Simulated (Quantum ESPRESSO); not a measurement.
Runs of Quantum ESPRESSO 7.5 on Zr. The cell holds a slab with vacuum, 7 atoms: a = 3.232 Å, b = 3.232 Å, c = 30.441 Å, α = 90.00°, β = 90.00°, γ = 120.00°. 

```csv
potentials or basis,cutoff (eV),gap on the mesh (eV),largest force (eV/Å),work function (eV)
PseudoDojo 0.4.1 SR PBE standard,898,none,0.61,4.22
PseudoDojo 0.5 SR PBE stringent,898,none,0.61,4.22
Ansatz NC SR PBE,898,none,0.60,4.21
SPMS 1.0 PBE,803,none,0.61,4.22
SSSP 1.3 efficiency PBE,748,none,0.61,4.22
PseudoDojo 0.5 SR PBE standard,898,none,0.61,4.22
SG15 PBE 1.2,898,none,0.61,4.22
PseudoDojo 0.4 SR PBE stringent,898,none,0.61,4.22
GBRV 1.5 PBE,612,none,0.61,4.22
JTH 2.0 PBE,490,none,0.61,(a)
```

Alike in all rows: task work function; level PBE; no spin polarisation; cell as given; k mesh 7 × 7 × 1; smearing fermi-dirac 0.05 eV.

Q: Estimate the missing entries.

A: (a) 4.23.

A k mesh can miss the band edges, and the runs leave out spin-orbit coupling on Zr.

A gap of «none» marks a metal or a gap under the smearing width.
